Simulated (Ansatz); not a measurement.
# BBrClH3OSi: a ladder of functionals and wavefunction methods

Aim: compute BBrClH3OSi with functionals from several rungs and with coupled cluster, and see how far each lands from CCSD(T) at the basis-set limit for the atomisation energy.

The runs use Ansatz 0.2.0, Gaussian basis; functionals in def2-TZVPP, the program's frozen cores in correlated methods.

Levels to be run: LDA (SPW92), PBE-D4, revPBE-D4, BLYP-D4, r2SCAN-D4, B97M-V, PBE0-D4, B3LYP-D4, r2SCANh-D4, r2SCAN0-D4, HSE06-D4, BHLYP-D4, CAM-B3LYP-D4, LC-ωPBE, ωB97X-V, ωB97M-V, B2PLYP, PBE-QIDH; CCSD(T)/def2-SVP; CCSD(T)/def2-TZVPP; MP2/def2-QZVPP; extrapolation to the limit; RPA on PBE.

## Step 1: Structure used throughout

The geometry comes from an earlier relaxation with PBE0-D4 in a triple-zeta def2 set; it is a stationary point, not always the lowest conformer.

SMILES `[SiH3]OB(Cl)Br`, 8 atoms, charge 0, spin multiplicity 1.

Atoms are counted from 1 here; the program's logs count them from 0.

Bond lengths: Si1–O2 1.670 Å, Si1–H6 1.481 Å, Si1–H7 1.481 Å, Si1–H8 1.479 Å, O2–B3 1.329 Å, B3–Cl4 1.748 Å, B3–Br5 1.932 Å. Angles: O2–Si1–H6 109.4°, O2–Si1–H7 109.3°, O2–Si1–H8 105.5°, H6–Si1–H7 110.8°, H6–Si1–H8 110.8°, H7–Si1–H8 110.8°, Si1–O2–B3 133.7°, O2–B3–Cl4 120.4°, O2–B3–Br5 120.9°, Cl4–B3–Br5 118.8°.

## Step 2: LDA

This LDA is Slater exchange with PW92 correlation.

in.yaml

```yaml
crystal:
  periodic: [false, false, false]
  atoms:
    - {symbol: Si, position_ang: [-0.995056, -0.649962, -0.448843]}
    - {symbol: O, position_ang: [-0.137054, 0.231607, 0.680382]}
    - {symbol: B, position_ang: [1.076041, 0.775107, 0.691539]}
    - {symbol: Cl, position_ang: [1.640642, 1.646892, 2.097235]}
    - {symbol: Br, position_ang: [2.246416, 0.619549, -0.837781]}
    - {symbol: H, position_ang: [-1.171081, 0.161276, -1.675034]}
    - {symbol: H, position_ang: [-0.267304, -1.904648, -0.747005]}
    - {symbol: H, position_ang: [-2.300505, -0.936820, 0.183707]}
basis:
  gaussian: {orbitals: def2-TZVPP}
hamiltonian: {xc: lda}
output: {orbitals: {seedname: orbitals}}
```

The runs that follow: PBE-D4 (GGA); revPBE-D4 (GGA); BLYP-D4 (GGA); r2SCAN-D4 (meta-GGA); B97M-V (meta-GGA); PBE0-D4 (hybrid); B3LYP-D4 (hybrid); r2SCANh-D4 (hybrid); r2SCAN0-D4 (hybrid); HSE06-D4 (hybrid); BHLYP-D4 (hybrid); CAM-B3LYP-D4 (range-separated); LC-ωPBE-D4 (range-separated); ωB97X-V (range-separated); ωB97M-V (range-separated); B2PLYP (double hybrid); PBE-QIDH (double hybrid); CCSD(T) in def2-SVP; CCSD(T) in def2-TZVPP; MP2 in def2-QZVPP; RPA on PBE orbitals.

Before running them: what should the planned runs give, taken together? Wanted: atomisation energy, CCSD(T)/CBS; farthest beyond LDA; mean size of error, GGA; mean size of error, meta-GGA; mean size of error, hybrid; mean size of error, range-separated; mean size of error, double hybrid; gap, smallest and largest; T1 diagnostic.

**Answer**, as computed:

| quantity | value |
| --- | --- |
| atomisation energy, CCSD(T)/CBS | 2845.9 kJ/mol |
| functionals within 28.5 kJ/mol (1.0 %) | PBE-D4, r2SCAN-D4, B97M-V, PBE0-D4, B3LYP-D4, r2SCANh-D4, r2SCAN0-D4, HSE06-D4, CAM-B3LYP-D4, ωB97X-V, ωB97M-V, PBE-QIDH |
| farthest beyond LDA | BHLYP-D4 (-86.9 kJ/mol) |
| mean size of error, GGA | 35.6 kJ/mol |
| mean size of error, meta-GGA | 17.4 kJ/mol |
| mean size of error, hybrid | 28.1 kJ/mol |
| mean size of error, range-separated | 13.0 kJ/mol |
| mean size of error, double hybrid | 29.6 kJ/mol |
| gap, smallest and largest | 5.37 eV (LDA (SPW92)), 12.84 eV (LC-ωPBE) |
| T1 diagnostic | 0.0106 |
| triples share of the correlation energy | 3.7 % |

In words: LDA overbinds by 387.6 kJ/mol (14 %). PBE-D4 is off by +25.4 kJ/mol. Double hybrids carry the basis error of their MP2 part in triple zeta, and no dispersion term here, so their miss is partly the set-up's. The rungs range-separated, meta-GGA, hybrid miss on average by less than the doubt on the reference (28.5 kJ/mol), so they tie. The reference freezes the cores and leaves out relativity and excitations past (T), and its outer-core shells are covered unevenly, so misses under about 28.5 kJ/mol can't be ranked. All levels share the lack of spin-orbit coupling, which lowers the free heavy atoms and so the true binding. Hartree-Fock recovers 75 % of the binding; the rest is correlation. CCSD(T) in def2-SVP is off by -175.7 kJ/mol, so the small basis spoils what the method gains. Orbital gaps span 5.4 to 12.8 eV; exact exchange widens them. Correlated methods include outer-core shells of Br, which these sets cover unevenly.
